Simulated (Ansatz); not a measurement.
Here is an Ansatz 0.2.0 calculation.

The input input.yaml:

```yaml
crystal:
  lattice:
    - [-2.8719504, 2.8719504, 2.90096]
    - [2.8719504, -2.8719504, 2.90096]
    - [2.9299696, 2.9299696, -2.90096]
  atoms:
    - { symbol: In, position: [0.0, 0.5, 0.5] }
    - { symbol: In, position: [0.5, 0.0, 0.5] }
    - { symbol: In, position: [0.5, 0.5, 0.0] }
    - { symbol: F, position: [0.0, 0.0, 0.0] }
hamiltonian:
  xc: pbe
  pseudopotentials: { kind: paw }
kpoints:
  mp_grid: { grid: [5, 5, 5] }
scf:
  occupations: { method: fermi_dirac, width: 0.05 }
output:
  forces: true
  stress: true
  eigenvalues: true
relax:
  f_tol: 0.01
  max_steps: 40
```

Potentials or basis: Ansatz PAW.

Run with:

```console
$ ansatz run input.yaml --threads 2 --pin off --max-ram 5632MiB --backend cpu --events-out ev --progress --plain --runs-dir out
```

Problem. What does it give for the band gap on the k mesh?

Solution. None (metal or under the smearing width).

Final structure:
```
In F
1.0
    -2.87195    2.87195    2.90096
     2.87195   -2.87195    2.90096
     2.92997    2.92997   -2.90096
In F
3 1
Cartesian
  2.9010 0.0290 0.0000
  0.0290 2.9010 0.0000
  0.0000 0.0000 2.9010
  0.0000 0.0000 0.0000
```

Caveat: the relaxation stopped at its first step, so nothing moved.
